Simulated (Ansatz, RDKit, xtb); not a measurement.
# C3H8GeO2: which of the isomers drawn lies lowest?, part 2 of 2

Which of a sample of isomers of C3H8GeO2 is the most stable in the gas at 298.15 K, and what are its properties? The sample is small against all isomers, and the most stable one of this formula need not be in it.

xtb, Ansatz and PySCF; isolated molecules. Earlier steps stand in the parts before.

## Step 7: Harmonic analysis of the finalists

The lowest few in one piece go on as finalists. In this search the thermal terms come from GFN2-xTB at its own nearest minimum. The first, c511b:

Input file start.xyz:

```xyz
14
c511b
C     -1.044031     0.479996     2.190170
C     -0.103165     0.687265     0.044331
C     -0.471999     1.310463    -1.233962
Ge     1.680573    -0.152035     0.294573
O     -1.159455     0.229804     0.802117
O     -0.034622     2.102887    -0.129721
H     -1.960250     0.104066     2.664779
H     -0.176519    -0.046076     2.631794
H     -0.944021     1.559808     2.394033
H      2.529318     0.217311    -0.935942
H      2.356347     0.401126     1.563667
H      1.545719    -1.683507     0.406572
H      0.205497     1.271944    -2.096783
H     -1.542182     1.380184    -1.464056
```

Started as:

```console
$ xtb start.xyz --gfn 2 --ohess tight
```

Standard output (excerpt; [...] marks lines left out):

```text
* xtb version 6.7.1
[...]
          :  # basis functions                  38          :
[...]
          :  # electrons                        36          :
[...]
          :  Hamiltonian                  GFN2-xTB          :
[...]
          :  net charge                          0          :
          :  unpaired electrons                  0          :
[...]
   *** convergence criteria satisfied after 12 iterations ***
[...]
   *** GEOMETRY OPTIMIZATION CONVERGED AFTER 19 ITERATIONS ***
[...]
   *** convergence criteria satisfied after 3 iterations ***
[...]
         ::                     SUMMARY                     ::
         :::::::::::::::::::::::::::::::::::::::::::::::::::::
         :: total energy             -20.519070438267 Eh    ::
         :: gradient norm              0.000088791494 Eh/a0 ::
         :: HOMO-LUMO gap              6.976654416687 eV    ::
         ::.................................................::
         :: SCC energy               -20.683547524318 Eh    ::
         :: -> isotropic ES            0.036492074894 Eh    ::
         :: -> anisotropic ES         -0.001965565833 Eh    ::
         :: -> anisotropic XC         -0.000509219850 Eh    ::
         :: -> dispersion             -0.008559589486 Eh    ::
         :: repulsion energy           0.164477086051 Eh    ::
         :: add. restraining           0.000000000000 Eh    ::
         :: total charge               0.000000000000 e     ::
         :::::::::::::::::::::::::::::::::::::::::::::::::::::
[...]
        18        2.0000           -0.4049925             -11.0204 (HOMO)
        19                         -0.1486051              -4.0438 (LUMO)
[...]
molecular dipole:
                 x           y           z       tot (Debye)
 q only:        0.304      -0.595       0.152
   full:        0.060      -0.348       0.077       0.918
molecular quadrupole (traceless):
[...]
          | TOTAL ENERGY              -20.519070438267 Eh   |
          | TOTAL ENTHALPY            -20.410419950076 Eh   |
          | TOTAL FREE ENERGY         -20.452844940114 Eh   |
          | GRADIENT NORM               0.000088798031 Eh/α |
[...]
```

It took 0.36 s on 2 threads of Intel Xeon 6975P-C (Granite Rapids), shared host.

## Step 8: Zero-point energy and free-energy terms

As xtb prints them, at 298.15 K, with its own treatment of low modes:

```csv
label,SMILES,spin,lowest mode (cm⁻¹),zero-point (kcal/mol),G − E (kcal/mol)
c511b,CO[C@@]1([GeH3])CO1,singlet,89,62.4,41.6
c613a,CO[C@@H]1O[C@@H]1[GeH3],singlet,45,62.7,41.9
c755a,CO[C@@H]1O[C@H]1[GeH3],singlet,61,62.4,41.1
```

## Step 9: The final energy

Single points at CCSD(T)/def2-SVP + MP2/def2-TZVPP - MP2/def2-SVP on the refined geometries decide the order.

c511b, CCSD(T)/def2-SVP:

Input file input.yaml:

```yaml
crystal:
  periodic: [false, false, false]
  atoms:
    - {symbol: C, position_ang: [-1.044031, 0.479996, 2.190170]}
    - {symbol: C, position_ang: [-0.103165, 0.687265, 0.044331]}
    - {symbol: C, position_ang: [-0.471999, 1.310463, -1.233962]}
    - {symbol: Ge, position_ang: [1.680573, -0.152035, 0.294573]}
    - {symbol: O, position_ang: [-1.159455, 0.229804, 0.802117]}
    - {symbol: O, position_ang: [-0.034622, 2.102887, -0.129721]}
    - {symbol: H, position_ang: [-1.960250, 0.104066, 2.664779]}
    - {symbol: H, position_ang: [-0.176519, -0.046076, 2.631794]}
    - {symbol: H, position_ang: [-0.944021, 1.559808, 2.394033]}
    - {symbol: H, position_ang: [2.529318, 0.217311, -0.935942]}
    - {symbol: H, position_ang: [2.356347, 0.401126, 1.563667]}
    - {symbol: H, position_ang: [1.545719, -1.683507, 0.406572]}
    - {symbol: H, position_ang: [0.205497, 1.271944, -2.096783]}
    - {symbol: H, position_ang: [-1.542182, 1.380184, -1.464056]}
basis:
  gaussian:
    orbitals: def2-SVP
correlation:
  method: ccsd_t
  frozen_orbitals: {C: 1, O: 1, Ge: 9, H: 0}
```

Started as:

```console
$ ansatz run input.yaml --threads 2 --pin off --max-ram 5220MiB --events-out events.jsonl --progress --plain --runs-dir runs
```

Standard output (excerpt; [...] marks lines left out):

```text
Warning: RAYON_NUM_THREADS=2 ignored (pool sized by the plan → 2); use --threads N
Functional definition: HF
  name "HF"
[...]
1426 factors; integrals over basis functions are off by at most 1.4e-3 eV
[...]
mean field -63750.91860740 eV, -2342.8030468971 hartree, gradient 7.3e-7 eV, S^2 0.000000; 0 other end points of the search recorded, 0 dependent functions left out
14 core orbitals not correlated: weight in the atoms' cores, before any rotation towards them, 1.000 or more for the frozen orbitals, at most 0.000 for the correlated occupied ones
reference -63750.91860740 eV, -2342.8030468971 hartree; 23, 23 occupied and 105, 105 virtual orbitals, 1426 factors
second order -27.67914146 eV of doubles, -0.00000000 eV of singles
cycle   1  -27.94159676 eV  change   -2.6e-1 eV  update   1.3e-1
[...]
cycle   9  -28.93933502 eV  change   -3.4e-5 eV  update   2.6e-5
perturbative correction -0.88411682 eV, -0.0324906937 hartree
Total energy: -63780.74205924 eV, -2343.8990385372 hartree
```

It took 26 s on 2 threads of Intel Xeon 6975P-C (Granite Rapids), shared host; peak memory 1.3 GiB.

## Step 10: c511b at MP2/def2-TZVPP

Changes to input.yaml since step 9:

```diff
@@ -19,5 +19,5 @@
   gaussian:
-    orbitals: def2-SVP
+    orbitals: def2-TZVPP
 correlation:
-  method: ccsd_t
+  method: mp2
   frozen_orbitals: {C: 1, O: 1, Ge: 9, H: 0}
```

Started as:

```console
$ ansatz run input.yaml --threads 2 --pin off --max-ram 5220MiB --events-out events.jsonl --progress --plain --runs-dir runs
```

Standard output:

```text
Warning: RAYON_NUM_THREADS=2 ignored (pool sized by the plan → 2); use --threads N
Functional definition: HF
  name "HF"
  exchange = exact_x
  correlation = 0
1925 factors; integrals over basis functions are off by at most 1.2e-3 eV
mean field evaluation 1: about -63762.5021 eV, gradient 3.8e1 eV
mean field evaluation 2: about -63762.8790 eV, gradient 3.8e1 eV
mean field evaluation 4: about -63766.5678 eV, gradient 5.6e0 eV
mean field evaluation 8: about -63766.6544 eV, gradient 4.3e-1 eV
mean field -63766.65493883 eV, -2343.3813464108 hartree, gradient 4.6e-6 eV, S^2 0.000000; 0 other end points of the search recorded, 0 dependent functions left out
14 core orbitals not correlated: weight in the atoms' cores, before any rotation towards them, 1.000 or more for the frozen orbitals, at most 0.000 for the correlated occupied ones
reference -63766.65493883 eV, -2343.3813464108 hartree; 23, 23 occupied and 278, 278 virtual orbitals, 1925 factors
second order -33.74447696 eV of doubles, -0.00000000 eV of singles
Total energy: -63800.39941579 eV, -2344.6214330662 hartree
```

Run time: 12 s. Hardware: 2 threads of Intel Xeon 6975P-C (Granite Rapids), shared host; peak memory 1.1 GiB.

## Step 11: c613a at CCSD(T)/def2-SVP

Input file input.yaml:

```yaml
crystal:
  periodic: [false, false, false]
  atoms:
    - {symbol: C, position_ang: [-0.957108, 0.277073, -1.641699]}
    - {symbol: C, position_ang: [0.577681, -0.919342, -0.348674]}
    - {symbol: C, position_ang: [1.900388, -0.367145, 0.007690]}
    - {symbol: Ge, position_ang: [2.053435, 1.539767, 0.494497]}
    - {symbol: O, position_ang: [-0.530145, -0.094386, -0.348610]}
    - {symbol: O, position_ang: [1.095121, -1.183217, 0.903221]}
    - {symbol: H, position_ang: [-0.186332, 0.861281, -2.178375]}
    - {symbol: H, position_ang: [-1.854613, 0.898730, -1.523500]}
    - {symbol: H, position_ang: [-1.215957, -0.607760, -2.254582]}
    - {symbol: H, position_ang: [0.488416, -1.779255, -1.036214]}
    - {symbol: H, position_ang: [2.800002, -0.880498, -0.362668]}
    - {symbol: H, position_ang: [3.544998, 1.875857, 0.711319]}
    - {symbol: H, position_ang: [1.520161, 2.416203, -0.659048]}
    - {symbol: H, position_ang: [1.258672, 1.815854, 1.778680]}
basis:
  gaussian: {orbitals: def2-SVP}
magnetization: {spin_polarized: false}
total_charge: 0
correlation: {method: ccsd_t, frozen_orbitals: {C: 1, O: 1, Ge: 9, H: 0}}
```

Started as:

```console
$ ansatz run input.yaml --threads 2 --pin off --max-ram 5220MiB --events-out events.jsonl --progress --plain --runs-dir runs
```

Standard output (excerpt; [...] marks lines left out):

```text
Warning: RAYON_NUM_THREADS=2 ignored (pool sized by the plan → 2); use --threads N
Functional definition: HF
  name "HF"
[...]
1425 factors; integrals over basis functions are off by at most 1.5e-3 eV
[...]
mean field -63750.97163122 eV, -2342.8049954867 hartree, gradient 7.8e-6 eV, S^2 0.000000; 0 other end points of the search recorded, 0 dependent functions left out
14 core orbitals not correlated: weight in the atoms' cores, before any rotation towards them, 1.000 or more for the frozen orbitals, at most 0.000 for the correlated occupied ones
reference -63750.97163122 eV, -2342.8049954867 hartree; 23, 23 occupied and 105, 105 virtual orbitals, 1425 factors
second order -27.60471200 eV of doubles, -0.00000000 eV of singles
cycle   1  -27.89976192 eV  change   -3.0e-1 eV  update   1.2e-1
[...]
cycle   9  -28.88196722 eV  change   -2.4e-5 eV  update   2.5e-5
perturbative correction -0.87255378 eV, -0.0320657600 hartree
Total energy: -63780.72615221 eV, -2343.8984539649 hartree
```

It took 28 s on 2 threads of Intel Xeon 6975P-C (Granite Rapids), shared host; peak memory 1.3 GiB.

## Step 12: The ranking

Energies in kcal/mol from c511b; G adds the thermal terms to the CCSD(T)/def2-SVP + MP2/def2-TZVPP - MP2/def2-SVP energy. The columns left of the relaxed level are at the tight-binding geometries.

```csv
label,SMILES,spin,GFN2-xTB,HF/STO-3G,r2SCAN-D4/def2-SVP,B3LYP-D3(BJ)/def2-SVP,HF/def2-SVP,MP2/def2-SVP,CCSD(T)/def2-SVP + MP2/def2-TZVPP - MP2/def2-SVP,G,share at equilibrium,T1
c511b,CO[C@@]1([GeH3])CO1,singlet,0.0,0.0,0.0,0.0,0.0,0.0,0.0,0.0,58.0 %,0.012
c755a,CO[C@@H]1O[C@H]1[GeH3],singlet,3.8,-0.3,1.3,1.0,-1.0,1.3,1.0,0.5,25.3 %,0.011
c613a,CO[C@@H]1O[C@@H]1[GeH3],singlet,0.4,1.6,1.9,0.3,-1.2,0.5,0.4,0.7,16.7 %,0.011
```

Lowest found: c511b, `CO[C@@]1([GeH3])CO1`, a singlet. Bond lengths: C2–C3 1.469 Å, C2–Ge4 1.987 Å, C1–O5 1.415 Å, C2–O5 1.378 Å, C2–O6 1.428 Å, C3–O6 1.428 Å, C1–H7 1.098 Å, C1–H8 1.107 Å, C1–H9 1.103 Å, Ge4–H10 1.540 Å, Ge4–H11 1.541 Å, Ge4–H12 1.541 Å, C3–H13 1.098 Å, C3–H14 1.097 Å. Some angles: C2–C3–O6 59.0°, C3–C2–Ge4 120.9°, C3–C2–O5 115.3°, C3–C2–O6 59.0°, Ge4–C2–O5 118.6°, Ge4–C2–O6 113.0°, O5–C2–O6 115.7°, C1–O5–C2 114.7°, C2–O6–C3 61.9°, C2–C3–H13 120.9°.

```xyz
14

C    -1.0440    0.4800    2.1902
C    -0.1032    0.6873    0.0443
C    -0.4720    1.3105   -1.2340
Ge    1.6806   -0.1520    0.2946
O    -1.1595    0.2298    0.8021
O    -0.0346    2.1029   -0.1297
H    -1.9603    0.1041    2.6648
H    -0.1765   -0.0461    2.6318
H    -0.9440    1.5598    2.3940
H     2.5293    0.2173   -0.9359
H     2.3563    0.4011    1.5637
H     1.5457   -1.6835    0.4066
H     0.2055    1.2719   -2.0968
H    -1.5422    1.3802   -1.4641
```

## Step 13: Results

The summary covers parts 1 to 2.

```
                                 quantity                                                                  value
                   lowest structure found                                           CO[C@@]1([GeH3])CO1, singlet
                            next finalist              CO[C@@H]1O[C@H]1[GeH3], singlet, 0.5 kcal/mol higher in G
share at equilibrium, among the finalists                                                                 58.0 %
                                   funnel  4 starts, 4 minima at GFN2-xTB, 6 screening runs, 3 relaxed, 3 ranked
                     CPU time of all runs                                                                8.3 min
```

The lowest structure found is `CO[C@@]1([GeH3])CO1`. Its margin of 0.5 kcal/mol is inside the likely error of CCSD(T)/def2-SVP + MP2/def2-TZVPP - MP2/def2-SVP with harmonic terms (about 1.5 kcal/mol), so the order of the first two is not settled. GFN2-xTB, r2SCAN-D4/def2-SVP, B3LYP-D3(BJ)/def2-SVP and MP2/def2-SVP already put its bonding pattern lowest among the structures in one piece; HF/STO-3G favours the singlet CO[C@@H]1O[C@H]1[GeH3]; HF/def2-SVP favours the singlet CO[C@@H]1O[C@@H]1[GeH3]. The largest share of the time went into the final energies (46 %). The search is not exhaustive (a finite list of starts, one conformer a finalist), so a lower isomer can't be ruled out. Only 3 drawn patterns were tried, so whole families of isomers are missing, and the result ranks this sample alone.
